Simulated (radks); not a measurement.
# Ru⁺ in [Ar] 3d10 4s1.5 4p6 4d7 5p0.5: an all-electron calculation

The task here is to estimate one member of a computed series from the others.

The numbers are computed with radks (a radial shooting solver on a logarithmic mesh, Libxc functionals) version 1 (Dirac Kohn-Sham, PBE, spin-unpolarised, spherical densities, point nucleus; open shells are shared between the two j in proportion to 2j + 1), except any that are marked as measured or tabulated.

## The system

| Item | Value |
| --- | --- |
| element | ruthenium (Z = 44) |
| charge | +1 |
| electrons | 43 |
| configuration | [Ar] 3d10 4s1.5 4p6 4d7 5p0.5 |

The first run:

The run's settings:

```text
Z 44
configuration [Ar] 3d10 4s1.5 4p6 4d7 5p0.5 5s0 4f0 5d0 6p0
relativity Dirac
functional pbe,pbe
spin unpolarised
j_filling average
nucleus point
c 137.035999084
```

On the command line:

```
$ python run_ks.py task.json out
```

The same process makes all the runs of this session.

Among the steps run: Self-consistent calculation.

One table of the session follows, with a row left open; its other results are not shown here.

It belongs to the step «Orbitals and density». Radial moments (bohr):

```
level      <r>  outermost maximum (interpolated)  90 % within  nodes
1s1/2  0.03343                            0.0217       0.0599      0
2s1/2   0.1453                             0.123        0.225      1
2p1/2   0.1236                            0.0955        0.202      0
2p3/2   0.1284                            0.0995        0.209      0
3s1/2   0.4024                             0.362        0.594      2
3p1/2   0.3956                             0.349        0.597      1
3p3/2   0.4062                             0.358        0.613      1
3d3/2   0.3820                             0.300        0.608      0
3d5/2   0.3855                             0.302        0.613      0
4s1/2    1.015                             0.913         1.48      3
4p1/2    1.100                             0.964         1.63      2
4p3/2        ?                                 ?            ?      ?
4d3/2    1.560                              1.19         2.49      1
4d5/2    1.579                              1.20         2.53      1
5s1/2    2.968                              2.53         4.38      4
5p1/2    3.752                              3.14         5.62      3
5p3/2    3.853                              3.23         5.76      3
```

Q: Estimate the row for 4p3/2 from the others.

**Answer.** <r>: 1.131; outermost maximum (interpolated): 0.988; 90 % within: 1.67; nodes: 2. In the column «<r>» it lies between 4p1/2 (1.100) and 4d3/2 (1.560).
